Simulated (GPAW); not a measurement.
A run of GPAW 26.7.0 is set up as follows.

run.py

```python
import numpy as np
from ase.dft.bandgap import bandgap
from ase.io import read, write
from gpaw import GPAW, PW, setup_paths

setup_paths.insert(0, '.')

atoms = read('POSCAR')
atoms.pbc = (True, True, False)

calc = GPAW(mode=PW(450),
            xc='PBEsol',
            kpts={'size': (8, 8, 1), 'gamma': True},
            occupations={'name': 'fermi-dirac', 'width': 0.05},
            nbands=59,
            convergence={'density': 1e-05, 'energy': 1e-05},
            maxiter=150,
            poissonsolver={'dipolelayer': 'xy'},
            txt='gpaw.txt')
atoms.calc = calc
energy = atoms.get_potential_energy()
forces = atoms.get_forces()
calc.write('gs.gpw')
write('result.traj', atoms)
print(f'Energy: {energy:.6f} eV')
print('Forces (eV/A):')
print(forces.round(4))
print('Fermi level:', round(calc.get_fermi_level(), 4), 'eV')
print(f'Gap: {bandgap(calc)[0]:.4f} eV, direct: {bandgap(calc, direct=True)[0]:.4f} eV')

v = calc.get_electrostatic_potential().mean(axis=(0, 1))
z = np.arange(len(v)) * atoms.cell[2, 2] / len(v)
ef = calc.get_fermi_level()
np.savetxt('planar.dat', np.c_[z, v], fmt='%.4f')
below, above = np.interp([1.5, atoms.cell[2, 2] - 1.5], z, v) - ef
print(f'Work functions: bottom {below:.4f} eV, top {above:.4f} eV')
print('Dipole moment:', *calc.get_dipole_moment().round(5), 'e A')
```

File POSCAR:

```
Si2Mo
1.0
    3.2000000000      0.0000000000      0.0000000000
    0.0000000000      3.2000000000      0.0000000000
    0.0000000000      0.0000000000     25.4865740000
Si Mo Si Mo Si Mo Si
1 1 2 1 2 1 1
Direct
    0.0000000000      0.0000000000      0.2942725845
    0.5000000000      0.5000000000      0.3457815476
    0.0000000000      0.0000000000      0.3972905107
    0.5000000000      0.5000000000      0.4484910369
    0.0000000000      0.0000000000      0.5000000000
    0.5000000000      0.5000000000      0.5515089631
    0.0000000000      0.0000000000      0.6027094893
    0.5000000000      0.5000000000      0.6542184524
    0.0000000000      0.0000000000      0.7057274155
```

Potentials or basis: PAW data sets generated in the run's folder for this functional, pw.

The run is started by

```bash
$ gpaw-setup -f PBEsol Mo Si
$ OMP_NUM_THREADS=1 python run.py
```

**Question.** Predict the largest force.

**Answer.** 0.860 eV/Å.

**Question.** Predict the band gap on the k mesh.

**Answer.** None (metal or under the smearing width).

**Question.** Predict the work function of the upper face.

**Answer.** 4.58 eV.

**Question.** Predict the work function of the lower face.

**Answer.** 4.58 eV.

Forces in eV/Å, atoms in the order of the input:
```
Si   0.000  0.000  0.860
Mo   0.000  0.000 -0.007
Si   0.000  0.000 -0.629
Si   0.000  0.000 -0.035
Mo   0.000  0.000  0.000
Si   0.000  0.000  0.035
Si   0.000  0.000  0.629
Mo   0.000  0.000  0.007
Si   0.000  0.000 -0.860
```
